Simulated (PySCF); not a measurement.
# C2H9SbSi (SbMe2(SiH3)): the cost of one run

Programs: PySCF 2.14.0, with routines of our own; each step states its level. All values are computed. Atoms count from 0.

## Step 1: The starting structure

13 atoms, charge 0, multiplicity 1; geometry from: GFN2-xTB.

## Step 2: Geometry optimisation at PBE0-D3(BJ)/def2-SVP

Job settings and geometry (Å):

```
{"job": {"xc": "PBE0", "basis": "def2-SVP", "d3": "d3bj", "grid": 1, "maxiter": 30, "shake": 0.03, "kind": "geom"}, "charge": 0, "multiplicity": 1}
Sb     0.157460     0.070220     1.314520
C      1.871480     0.110050     0.080330
H      2.430370     0.991770     0.276010
H      1.733280     0.130740    -0.977770
H      2.467040    -0.780200     0.277870
C     -0.852360     1.707690     0.102710
H     -1.867320     1.750660     0.350430
H     -0.681510     1.493060    -0.962260
H     -0.386730     2.667990     0.380920
Si    -1.013440    -1.752660     0.004760
H     -0.907200    -1.636490    -1.454120
H     -2.416780    -1.806270     0.301560
H     -0.503670    -2.998690     0.327240
```

Run with:

```console
$ OMP_NUM_THREADS=1 python heavy_run.py task.json out
```

This one command runs all jobs of the session in turn.

**Question.** How long does this first job take on 1 thread of Arm Neoverse V2, shared host, and how much memory does it need?

About 36 s, with a peak of 0.47 GiB.
